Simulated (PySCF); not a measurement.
**WOOH: relaxation and vibrations of the doublet**

Where does doublet WOOH go from a bent start, is the end point a minimum, and what are its modes, charges and moments?

The runs use PySCF 2.14.0; PBE0, basis W def2-TZVP with ECP60, O def2-TZVP, H def2-TZVP, scalar-relativistic core potentials, no spin–orbit coupling, density fitting.

### 1 The starting structure

4 atoms, charge 0, spin multiplicity 2.

Bond lengths: W1–O2 1.770 Å, W1–O3 2.000 Å, O3–H4 0.960 Å. Angles: O2–W1–O3 110.0°, W1–O3–H4 130.0°.

```xyz
4
charge 0 multiplicity 2
W     0.0000    0.0000    0.0000
O     1.4499    0.0000    1.0152
O    -1.6383    0.0000    1.1472
H    -2.1438    0.7354    1.5011
```

### 2 Finding the electronic state

The steps below are one call of a driver around PySCF. For each, scf.py gives the equivalent set-up of the SCF; relaxations use the driver's own optimiser. After this first run the driver tries any further starts and a stability analysis.

scf.py

```python
from pyscf import gto, scf, dft
mol = gto.M(atom='''
W      0.000000     0.000000     0.000000
O      1.449900     0.000000     1.015200
O     -1.638300     0.000000     1.147200
H     -2.143800     0.735400     1.501100''',
    basis={'W': 'def2-TZVP', 'O': 'def2-TZVP', 'H': 'def2-TZVP'},
    ecp={'W': 'def2-TZVP'},
    charge=0, spin=1)
mf = dft.UKS(mol, xc='PBE0')
mf.grids.atom_grid = (50, 194)
aux = {'W': 'def2-universal-JKFIT', 'O': 'def2-universal-JKFIT', 'H': 'def2-universal-JKFIT'}
mf = mf.density_fit(auxbasis=aux)
mf.conv_tol = 1e-08
mf.diis_space = 10
mf.max_cycle = 60
mf.init_guess = 'minao'
mf.verbose = 4
mf.kernel()
```

Launch:

```sh
$ OMP_NUM_THREADS=4 python axn.py task.json out
```

Log:

```text
init E= -198.681433380095
[... the frontier-level lines of each cycle are left out ...]
cycle= 1 E= -217.502992351103  delta_E= -18.8  |g|= 1.09  |ddm|= 5.35
cycle= 2 E= -207.550534942287  delta_E= 9.95  |g|= 4.16  |ddm|= 2.91
cycle= 3 E= -217.949826837522  delta_E= -10.4  |g|= 0.321  |ddm|= 2.65
cycle= 4 E= -217.974579185411  delta_E= -0.0248  |g|= 0.273  |ddm|= 0.655
cycle= 5 E= -217.998362897024  delta_E= -0.0238  |g|= 0.152  |ddm|= 0.27
cycle= 6 E= -218.007469269954  delta_E= -0.00911  |g|= 0.0419  |ddm|= 0.098
cycle= 7 E= -218.008533550373  delta_E= -0.00106  |g|= 0.0163  |ddm|= 0.0465
cycle= 8 E= -218.009527790435  delta_E= -0.000994  |g|= 0.00941  |ddm|= 0.0823
cycle= 9 E= -218.010337381007  delta_E= -0.00081  |g|= 0.00863  |ddm|= 0.0701
cycle= 10 E= -218.010783798713  delta_E= -0.000446  |g|= 0.00857  |ddm|= 0.0382
cycle= 11 E= -218.011118051936  delta_E= -0.000334  |g|= 0.00851  |ddm|= 0.0287
cycle= 12 E= -218.013744103427  delta_E= -0.00263  |g|= 0.00683  |ddm|= 0.317
cycle= 13 E= -218.013834866675  delta_E= -9.08e-05  |g|= 0.00291  |ddm|= 0.0409
cycle= 14 E= -218.013663605504  delta_E= 0.000171  |g|= 0.00368  |ddm|= 0.0765
cycle= 15 E= -218.013856182138  delta_E= -0.000193  |g|= 0.000845  |ddm|= 0.0719
cycle= 16 E= -218.013863449595  delta_E= -7.27e-06  |g|= 0.000729  |ddm|= 0.00966
cycle= 17 E= -218.013867194936  delta_E= -3.75e-06  |g|= 0.000506  |ddm|= 0.0153
cycle= 18 E= -218.013868694388  delta_E= -1.5e-06  |g|= 0.000264  |ddm|= 0.00609
cycle= 19 E= -218.013868936666  delta_E= -2.42e-07  |g|= 0.000273  |ddm|= 0.00236
cycle= 20 E= -218.013868859224  delta_E= 7.74e-08  |g|= 0.000361  |ddm|= 0.00893
cycle= 21 E= -218.013870111749  delta_E= -1.25e-06  |g|= 0.000188  |ddm|= 0.00539
cycle= 22 E= -218.013870948422  delta_E= -8.37e-07  |g|= 0.00014  |ddm|= 0.00309
cycle= 23 E= -218.01387175926  delta_E= -8.11e-07  |g|= 0.000103  |ddm|= 0.00391
cycle= 24 E= -218.013872461488  delta_E= -7.02e-07  |g|= 5.8e-05  |ddm|= 0.00609
cycle= 25 E= -218.013872539471  delta_E= -7.8e-08  |g|= 1.93e-05  |ddm|= 0.0021
cycle= 26 E= -218.013872545497  delta_E= -6.03e-09  |g|= 8.36e-06  |ddm|= 0.000606
Extra cycle  E= -218.013872545825  delta_E= -3.28e-10  |g|= 8.84e-06  |ddm|= 4.17e-05
converged SCF energy = -218.013872545825  <S^2> = 1.3494659  2S+1 = 2.5293998
```

This step, with its further starts and checks, needed 9.9 s of wall time on 4 threads of Intel Xeon 6975P-C (Granite Rapids), shared host.

The starts that the driver tried:

| start | energy (Eh) |
| --- | --- |
| the minimal-basis guess | -218.013873 |
| a thermally smeared density | -218.007809 |
| a smeared PBE density | -218.007809 |

The test of internal stability and the other starts found no lower solution of this spin.

### 3 Bent start, doublet: relaxation

The program finds C1 symmetry in the start. Threshold on the gradient: 0.0003 Eh/bohr, with a further test on the energy change.

Changes to scf.py since step 2:

```diff
@@ -3,4 +3,4 @@
-W      0.000000     0.000000     0.000000
-O      1.449900     0.000000     1.015200
-O     -1.638300     0.000000     1.147200
-H     -2.143800     0.735400     1.501100''',
+W      0.023849    -0.003416    -0.166400
+O      1.473749    -0.003416     0.848800
+O     -1.614451    -0.003416     0.980800
+H     -2.119951     0.731984     1.334700''',
@@ -17 +16,0 @@
-mf.init_guess = 'minao'
```

The optimiser's trace:

```csv
step,energy (Eh),change (kJ/mol),largest gradient (Eh/bohr)
0,-218.013873,0.00,0.10937
1,-218.033732,-52.14,0.05167
2,-218.036848,-60.32,0.01238
3,-218.037713,-62.59,0.01796
4,-218.039368,-66.94,0.01561
5,-218.039764,-67.98,0.01484
6,-218.040443,-69.76,0.01049
7,-218.041089,-71.46,0.00392
8,-218.041536,-72.63,0.00207
9,-218.041691,-73.04,0.00252
10,-218.041754,-73.20,0.00207
11,-218.041804,-73.33,0.00113
12,-218.041827,-73.40,0.00122
13,-218.041831,-73.40,0.00039
14,-218.041832,-73.41,0.00018
```

The walk took 29 s.

It settles in Cs symmetry, 73.4 kJ/mol below the start, after 14 steps: O–H 0.958 Å, W–O 1.689 Å, W–O 1.875 Å; H–O–W 136.6°, O–W–O 134.1°.

### 4 Hessian and properties

On the finer grid the gradient is checked again; gradients at displacements of ±0.02 bohr then give force constants and infrared intensities.

Changes to scf.py since step 3:

```diff
@@ -3,4 +3,4 @@
-W      0.023849    -0.003416    -0.166400
-O      1.473749    -0.003416     0.848800
-O     -1.614451    -0.003416     0.980800
-H     -2.119951     0.731984     1.334700''',
+W      0.023343    -0.053703    -0.095843
+O      1.572041     0.237550     0.513408
+O     -1.709571     0.330964     0.507066
+H     -2.101464     0.762767     1.266796''',
@@ -11 +11 @@
-mf.grids.atom_grid = (50, 194)
+mf.grids.atom_grid = (75, 302)
@@ -14 +14 @@
-mf.conv_tol = 1e-08
+mf.conv_tol = 1e-10
```

The driver hands on the density of the step before, so the log starts near convergence.

SCF at the final geometry:

```text
init E= -218.041837437352
[... the frontier-level lines of each cycle are left out ...]
cycle= 1 E= -218.041837437335  delta_E= 1.65e-11  |g|= 1.01e-05  |ddm|= 1.19e-05
cycle= 2 E= -218.041837437085  delta_E= 2.5e-10  |g|= 2.8e-05  |ddm|= 1.92e-05
cycle= 3 E= -218.041837437377  delta_E= -2.92e-10  |g|= 3.27e-06  |ddm|= 1.35e-05
cycle= 4 E= -218.041837437382  delta_E= -5.06e-12  |g|= 7.3e-07  |ddm|= 2.6e-06
Extra cycle  E= -218.041837437384  delta_E= -1.71e-12  |g|= 8.15e-07  |ddm|= 4.11e-06
converged SCF energy = -218.041837437384  <S^2> = 1.5466978  2S+1 = 2.6808191
```

The whole step took 51 s.

Geometry: Cs; O–H 0.958 Å, W–O 1.690 Å, W–O 1.875 Å; H–O–W 136.5°, O–W–O 134.1°.

Modes, for the most abundant isotopes:

| symmetry | ω (cm⁻¹) | IR (km/mol) |
| --- | --- | --- |
| a' | 145 | 7.3 |
| a'' | 382 | 94.1 |
| a' | 566 | 172 |
| a' | 726 | 68.0 |
| a' | 1047 | 150 |
| a' | 3932 | 231 |

All wavenumbers are real: a minimum.

Constants and moments:

```yaml
Dipole_moment: 2.71 D
Highest_occupied_level: -6.31 eV
Lowest_empty_level: -2.93 eV
Rotational_constants: 1.133, 0.1845, 0.1587 cm⁻¹
Zero-point_energy: 40.7 kJ/mol
Principal_polarisabilities: 50.3, 50.4, 54.8 bohr³
Atomisation_energy_without_zero-point_energy: 1558 kJ/mol
Principal_traceless_quadrupole_moments_about_the_centre_of_mass: -8.37, -0.61, 8.98 D Å
Entropy_at_298.15_K_and_1_bar_electronic_part_spin_only: 299.0 J/(mol K)
Heat_capacity_Cp_at_298.15_K: 56.8 J/(mol K)
Enthalpy_at_298.15_K_above_0_K: 13.31 kJ/mol
Rotational_symmetry_number: 1
Spin_squared_⟨S²⟩: 1.547
```

Populations by atom (charges in e):

```json
{"atom": "W1", "Mulliken": "0.77", "Löwdin": "0.46", "polar tensor": "1.05", "spin (Mulliken)": "0.98", "Mayer order to W1": "–"}
{"atom": "O2", "Mulliken": "-0.48", "Löwdin": "-0.30", "polar tensor": "-0.67", "spin (Mulliken)": "0.00", "Mayer order to W1": "2.24"}
{"atom": "O3", "Mulliken": "-0.65", "Löwdin": "-0.32", "polar tensor": "-0.73", "spin (Mulliken)": "0.02", "Mayer order to W1": "1.10"}
{"atom": "H4", "Mulliken": "0.35", "Löwdin": "0.17", "polar tensor": "0.35", "spin (Mulliken)": "0.00", "Mayer order to W1": "0.02"}
```

Outer orbital energies (eV). α occupied: -15.48, -11.51, -11.22, -10.47, -10.30, -10.24, -6.58, -6.31; empty: -2.93, -1.26, -0.89, 0.24. β occupied: -25.55, -15.41, -11.36, -11.08, -10.48, -10.01, -10.00, -6.52; empty: -2.59, -2.26, -1.16, -0.30.

Mulliken populations on W1 (outside its core potential): s 3.06, p 6.30, d 3.77, f 0.09.

### 5 Outcome

| quantity | value |
| --- | --- |
| minimum | broken-symmetry (Ms = 1/2), Cs |
| geometry | O–H 0.958 Å, W–O 1.690 Å, W–O 1.875 Å; H–O–W 136.5°, O–W–O 134.1° |
| wavenumbers (cm⁻¹) | 145 (a'), 382 (a''), 566 (a'), 726 (a'), 1047 (a'), 3932 (a') |
| dipole moment | 2.71 D |
| highest occupied, lowest empty level (either spin) | -6.31, -2.93 eV |
| polar-tensor charge of W1 | +1.05 e |
| zero-point energy | 40.7 kJ/mol |
| entropy at 298.15 K | 299.0 J/(mol K) |
| atomisation energy (no zero-point energy) | 1558 kJ/mol |
| ⟨S²⟩ | 1.547 |

In words: The bent start (C1) ends in a minimum of Cs symmetry. The determinant is spin-contaminated (⟨S²⟩ = 1.55 against 0.75), so it is no pure spin state. The strongest infrared band lies at 3932 cm⁻¹ (a'). Other starts or spin states, not run here, may lie lower. One determinant may miss the lowest occupation of an open d or f shell. Spin–orbit coupling, left out here, can matter for elements this heavy.

The search up to here took 90 s.
